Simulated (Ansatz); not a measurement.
# TaC+ (triplet): the correlation ladder, def2-TZVPP

An exercise on one series of results from a longer session: the logs are not shown, and one member is left open.

Method: def2-TZVPP, core rule «outside noble gas», up to 5 orbitals frozen; program: Ansatz 0.2.0, Gaussian basis.

Plan: UHF; ROHF; CCSD(T) on UHF.

2 further runs of the same task are left out: 2 set aside as unsound or not needed.

**The system**

The geometry is a PBE0/def2-TZVP stationary point (not a proven minimum) of the parent state, kept for this charge and spin. No spin-orbit coupling is included. Elements past krypton take def2 core potentials.

2 atoms, charge 1, spin multiplicity 3.

Atoms are counted from 1 here; the program's logs count them from 0.

Bond lengths: Ta1–C2 1.746 Å.

The first run:

Contents of in.yaml:

```yaml
crystal:
  periodic: [false, false, false]
  atoms:
    - {symbol: Ta, position_ang: [0.000000, 0.000000, 0.000000]}
    - {symbol: C, position_ang: [0.000000, 0.000000, 1.745600]}
basis:
  gaussian: {orbitals: def2-TZVPP}
total_charge: 1
magnetization: {spin_polarized: true, initial_magnetization: 2}
hamiltonian: {xc: hf}
output: {orbitals: {seedname: orbitals}}
```

Started as:

```bash
ansatz run in.yaml --threads 1 --pin off --events-out ev --progress --plain --max-ram 4096MiB --backend cpu
```

Among the steps run: UHF; ROHF; CCSD(T) on UHF.

One table of the session follows, with a row left open; its other results are not shown here.

| method | from UCCSD(T) (kcal/mol) |
| --- | --- |
| ROHF | +169.41 |
| UMP2 | +30.14 |
| UCCSD | ? |
| UCCSD(T) | 0 |

**Question.** Estimate the row for UCCSD.

The run gave: from UCCSD(T) (kcal/mol): +11.06. In the column «from UCCSD(T) (kcal/mol)» it lies between UCCSD(T) (0) and UMP2 (+30.14).

Left out of the table: UHF (another determinant or state than the rows shown).

Limits of these values: The determinant is far from a pure spin state, so its energy mixes those of several spin states (harmless only where they are near-degenerate, as at dissociation). Warnings: spin contamination; coupled cluster took another determinant than the lowest.
